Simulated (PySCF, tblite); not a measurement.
# pentafluoroethane (C2HF5): isotopologues and vibrational averages

Aim: rotational constants, zero-point energies and shieldings of isotopologues of pentafluoroethane (C2HF5) (`FC(F)C(F)(F)F`).

Programs: PySCF 2.14.0 with density-fitted response routines of our own, and tblite 0.8.0. All values are computed, except where a source is named. Atoms count from 0 throughout.

### Step 1. The starting structure

8 atoms, charge 0, multiplicity 1; geometry from: force field or distance geometry start.

Bonds of the start (Å): C1–C3 1.51, C1–F2 1.36, C1–H7 1.12, C3–F4 1.32, C3–F5 1.40, C3–F6 1.42, F0–C1 1.40.

### Step 2. GFN2-xTB relaxation, lowest of a short conformer search

What the job is given:

```
{"job": {"xc": "GFN2-xTB", "basis": "xTB", "kind": "relax"}, "charge": 0, "multiplicity": 1}
F      1.233900     0.788800     0.963300
C      0.761700    -0.083200    -0.032000
F      1.397100     0.181200    -1.208700
C     -0.735700     0.063600    -0.093300
F     -1.134500     1.288600    -0.372600
F     -1.335600    -0.919700    -0.883600
F     -1.173600    -0.155100     1.234900
H      1.022900    -1.126500     0.293800
```

Started as:

```
$ OMP_NUM_THREADS=1 python ens_run.py task.json out
```

One launch serves the whole session.

Output:

```text
step      E/eV     max force
  0    -773.61071    2.345
  1    -773.84329    1.262
  2    -773.90405    0.741
  3    -773.92082    0.429
  4    -773.93527    0.254
  5    -773.93877    0.251
  6    -773.94510    0.166
  7    -773.94742    0.165
  8    -773.95126    0.167
  9    -773.95382    0.165
 10    -773.95558    0.123
 11    -773.95660    0.100
 12    -773.95750    0.081
 13    -773.95809    0.067
 14    -773.95834    0.034
 15    -773.95845    0.028
 16    -773.95853    0.027
 17    -773.95858    0.020
 18    -773.95859    0.007
 19    -773.95859    0.006
 20    -773.95859    0.006
 21    -773.95860    0.011
 22    -773.95861    0.014
 23    -773.95862    0.012
 24    -773.95863    0.013
 25    -773.95865    0.013
 26    -773.95868    0.018
 27    -773.95872    0.024
 28    -773.95876    0.021
 29    -773.95880    0.017
 30    -773.95883    0.016
 31    -773.95885    0.014
 32    -773.95887    0.013
 33    -773.95888    0.011
 34    -773.95889    0.012
 35    -773.95890    0.015
 36    -773.95891    0.016
 37    -773.95892    0.009
 38    -773.95893    0.005
 39    -773.95893    0.004
 40    -773.95893    0.004
```

Run time: 0.15 s. Hardware: 1 thread of AMD EPYC 7B13, shared host.

The energy fell by 0.348 eV, and the atoms moved 0.09 Å (root mean square).

### Step 3. Tight optimisation and Hessian

What the job is given:

```
{"job": {"xc": "PBE0", "basis": "pcSseg-1", "grid": 2, "temperatures": [250, 700], "kind": "geom"}, "charge": 0, "multiplicity": 1}
F      1.307639     0.787923     0.882304
C      0.790090    -0.095327     0.016203
F      1.303414     0.162738    -1.195404
C     -0.751262     0.055478    -0.025998
F     -1.139491     1.269132    -0.390348
F     -1.273596    -0.823053    -0.883760
F     -1.269497    -0.203164     1.176076
H      1.068932    -1.116078     0.322668
```

Output:

```text
step   0  E = -15658.2755057 eV  max force = 0.23630
step   1  E = -15658.2936941 eV  max force = 0.20928
step   2  E = -15658.2950144 eV  max force = 0.06076
step   3  E = -15658.2950638 eV  max force = 0.00855
step   4  E = -15658.2950654 eV  max force = 0.00612
step   5  E = -15658.2950693 eV  max force = 0.00282
step   6  E = -15658.2950695 eV  max force = 0.00065
step   7  E = -15658.2950695 eV  max force = 0.00065
step   8  E = -15658.2950695 eV  max force = 0.00058
harmonic wavenumbers (cm-1): 70.3 210.1 243.3 364.0 418.2 522.5 583.3 588.2 733.6 884.2 1171.5 1182.2 1225.9 1255.3 1333.6 1384.6 1467.6 3124.5
```

It took 5.7 min on 1 thread of AMD EPYC 7B13, shared host; peak memory 0.64 GiB.

### Step 4. Displacements along the modes, parent

What the job is given:

```
{"job": {"xc": "PBE0", "basis": "pcSseg-1", "grid": 2, "temperatures": [250, 700], "kind": "vib", "mass_numbers": [19, 12, 19, 12, 19, 19, 19, 1]}, "charge": 0, "multiplicity": 1}
F      1.273607     0.792436     0.891797
C      0.778048    -0.099821     0.017582
F      1.268956     0.162927    -1.205396
C     -0.743178     0.049416    -0.024075
F     -1.098754     1.273373    -0.392514
F     -1.255418    -0.826215    -0.889181
F     -1.251487    -0.201344     1.182507
H      1.064456    -1.113123     0.321020
```

Output:

```text
mode    cm-1    km/mol   phi_rrr   E(+)/cm-1  E(-)/cm-1
  1     70.26     0.89       2.0      13.40      13.79
  2    210.12     2.92       1.0      37.99      37.93
  3    243.26     4.32      28.3      44.93      42.94
  4    364.02     0.05      13.7      66.05      65.04
  5    418.18     1.21      -0.4      75.18      75.38
  6    522.48     8.72      18.2      94.74      93.42
  7    583.25    14.89     -45.9     103.36     106.72
  8    588.19     0.73      -0.2     105.83     105.95
  9    733.61    36.42      33.5     133.26     130.85
 10    884.20    46.70     115.3     163.42     155.07
 11   1171.47   133.80     170.9     217.07     204.81
 12   1182.23   100.94       8.2     213.18     212.94
 13   1225.93   214.32     -81.7     217.82     223.63
 14   1255.31   421.64      -6.4     226.00     226.47
 15   1333.64   194.74     136.8     245.19     235.42
 16   1384.62    16.51       0.4     250.53     249.79
 17   1467.59     4.59     111.7     268.44     260.48
 18   3124.55    18.96   -1956.3     497.88     638.25
```

It took 5.6 min on 1 thread of AMD EPYC 7B13, shared host; peak memory 0.58 GiB.

### Step 5. Displacements along the modes, 2H at atom 7

What the job is given:

```
{"job": {"xc": "PBE0", "basis": "pcSseg-1", "grid": 2, "temperatures": [250, 700], "kind": "vib", "mass_numbers": [19, 12, 19, 12, 19, 19, 19, 2]}, "charge": 0, "multiplicity": 1}
F      1.273607     0.792436     0.891797
C      0.778048    -0.099821     0.017582
F      1.268956     0.162927    -1.205396
C     -0.743178     0.049416    -0.024075
F     -1.098754     1.273373    -0.392514
F     -1.255418    -0.826215    -0.889181
F     -1.251487    -0.201344     1.182507
H      1.064456    -1.113123     0.321020
```

Output:

```text
mode    cm-1    km/mol   phi_rrr   E(+)/cm-1  E(-)/cm-1
  1     69.53     0.84      -1.8      13.60      13.23
  2    210.12     2.92      -1.0      37.92      37.99
  3    241.08     4.39      27.4      44.50      42.58
  4    363.53     0.06     -14.5      64.93      65.99
  5    415.76     1.15       0.5      74.94      74.74
  6    518.51     9.75     -16.8      92.75      93.98
  7    567.07    14.52     -50.2     100.29     103.97
  8    586.06     0.73       0.3     105.57     105.44
  9    721.95    35.02      18.9     130.63     129.29
 10    825.22     8.44     -89.3     145.37     151.86
 11    973.65     6.97      -0.4     175.21     175.82
 12   1033.11    30.20     -67.4     183.67     188.43
 13   1176.40   256.59     -76.8     209.01     214.56
 14   1231.89   121.08      -2.1     221.91     222.19
 15   1255.32   411.42      -7.0     225.99     226.49
 16   1279.27   251.54     234.8     239.07     222.19
 17   1420.22    43.41     168.3     261.89     249.79
 18   2306.44    20.64   -1223.7     374.21     462.09
```

It took 5.6 min on 1 thread of AMD EPYC 7B13, shared host; peak memory 0.64 GiB.

### Step 6. Displacements along the modes, 13C at atom 3

What the job is given:

```
{"job": {"xc": "PBE0", "basis": "pcSseg-1", "grid": 2, "temperatures": [250, 700], "kind": "vib", "mass_numbers": [19, 12, 19, 13, 19, 19, 19, 1]}, "charge": 0, "multiplicity": 1}
F      1.273607     0.792436     0.891797
C      0.778048    -0.099821     0.017582
F      1.268956     0.162927    -1.205396
C     -0.743178     0.049416    -0.024075
F     -1.098754     1.273373    -0.392514
F     -1.255418    -0.826215    -0.889181
F     -1.251487    -0.201344     1.182507
H      1.064456    -1.113123     0.321020
```

Output:

```text
mode    cm-1    km/mol   phi_rrr   E(+)/cm-1  E(-)/cm-1
  1     70.26     0.89      -2.0      13.79      13.40
  2    209.97     2.93      -1.0      37.90      37.96
  3    242.80     4.36      28.3      44.84      42.86
  4    363.78     0.05     -13.8      64.99      66.01
  5    418.16     1.20      -0.4      75.18      75.37
  6    521.11     8.96      18.4      94.50      93.16
  7    582.66    15.19     -45.8     103.25     106.61
  8    586.08     0.90      -0.2     105.45     105.57
  9    730.39    36.89      32.4     132.64     130.31
 10    884.16    46.85    -115.6     155.06     163.42
 11   1167.22   163.79    -151.5     204.72     215.60
 12   1178.55    36.05      -6.4     212.27     212.40
 13   1197.40   178.64     -63.6     213.32     217.84
 14   1221.31   463.06      -6.7     219.85     220.25
 15   1302.44   172.67      95.4     238.02     231.24
 16   1384.24    21.07       0.3     250.46     249.73
 17   1453.52     1.10      89.5     265.16     258.81
 18   3124.54    18.91   -1956.4     497.88     638.25
```

Run time: 5.6 min. Hardware: 1 thread of AMD EPYC 7B13, shared host; peak memory 0.64 GiB.

### Step 7. Vibrational averages by isotopologue

What the job is given:

```
{"job": {"xc": "PBE0", "basis": "pcSseg-1", "grid": 2, "temperatures": [250, 700], "kind": "iso"}, "charge": 0, "multiplicity": 1}
F      1.273607     0.792436     0.891797
C      0.778048    -0.099821     0.017582
F      1.268956     0.162927    -1.205396
C     -0.743178     0.049416    -0.024075
F     -1.098754     1.273373    -0.392514
F     -1.255418    -0.826215    -0.889181
F     -1.251487    -0.201344     1.182507
H      1.064456    -1.113123     0.321020
```

Output:

```text
parent
  Be/MHz 3694.14 2433.582 2014.192
  B0/MHz 3674.026 2416.332 2001.812
  ZPE/cm-1 8381.5
  <sigma>(0 K)/ppm 319.014 69.863 319.029 57.905 272.353 261.554 261.563 25.188
2H at atom 7
  Be/MHz 3629.768 2395.614 2007.271
  B0/MHz 3609.58 2378.318 1994.561
  ZPE/cm-1 7597.6
  <sigma>(0 K)/ppm 319.876 70.198 319.890 57.912 272.459 261.589 261.596 25.324
13C at atom 3
  Be/MHz 3694.137 2429.363 2011.302
  B0/MHz 3674.292 2412.392 1999.103
  ZPE/cm-1 8319.3
  <sigma>(0 K)/ppm 319.034 69.868 319.049 57.935 272.493 261.692 261.702 25.189
```

Wall time 23 min (1 thread of AMD EPYC 7B13, shared host); peak memory 0.64 GiB. This counts the whole study up to here.

Rotational constants (MHz) at equilibrium and in the ground state:

| isotopologue | Be | B0 | zero-point change (cm⁻¹) |
| --- | --- | --- | --- |
| parent | 3694.1, 2433.6, 2014.2 | 3674.0, 2416.3, 2001.8 | 0.0 |
| 2H at atom 7 | 3629.8, 2395.6, 2007.3 | 3609.6, 2378.3, 1994.6 | -783.9 |
| 13C at atom 3 | 3694.1, 2429.4, 2011.3 | 3674.3, 2412.4, 1999.1 | -62.2 |

Shieldings of the first species (ppm): at equilibrium, the vibrational parts at 0 K, and the averages:

| atom | equilibrium | anharmonic | harmonic | 0 K | 250 K | 700 K |
| --- | --- | --- | --- | --- | --- | --- |
| F0 | 329.58 | -2.49 | -8.08 | 319.01 | 317.66 | 312.00 |
| C1 | 72.89 | -1.20 | -1.82 | 69.86 | 69.47 | 67.93 |
| F2 | 329.62 | -2.49 | -8.10 | 319.03 | 317.64 | 311.89 |
| C3 | 59.95 | -1.17 | -0.88 | 57.90 | 57.65 | 56.38 |
| F4 | 281.46 | -2.61 | -6.50 | 272.35 | 270.93 | 264.93 |
| F5 | 270.25 | -2.34 | -6.36 | 261.55 | 260.25 | 254.41 |
| F6 | 270.33 | -2.40 | -6.37 | 261.56 | 260.21 | 254.25 |
| H7 | 25.77 | -0.19 | -0.39 | 25.19 | 25.18 | 25.10 |

Isotope effects on the shieldings at 0 K (ppb; positive means more shielded):

| atom | 2H at atom 7 | 13C at atom 3 |
| --- | --- | --- |
| F0 | 862 | 20 |
| C1 | 335 | 5 |
| F2 | 862 | 21 |
| C3 | 7 | 30 |
| F4 | 106 | 141 |
| F5 | 36 | 138 |
| F6 | 33 | 140 |
| H7 | 135 | 0 |

### Step 8. Summary of results

| quantity | value |
| --- | --- |
| point group | Cs |
| B0 of the first species | 3674.0, 2416.3, 2001.8 MHz |
| zero-point energy | 8381 cm⁻¹ |
| zero-point change of σ(F2) | -10.59 ppm |

**Reading.** Zero-point motion changes the shielding of F0, F2 most, by -10.59 ppm. The largest secondary isotope effect is 862 ppb on F0, 2 bonds from the change (2H at atom 7). The job flags a low mode; perturbation theory is less sure for low modes.
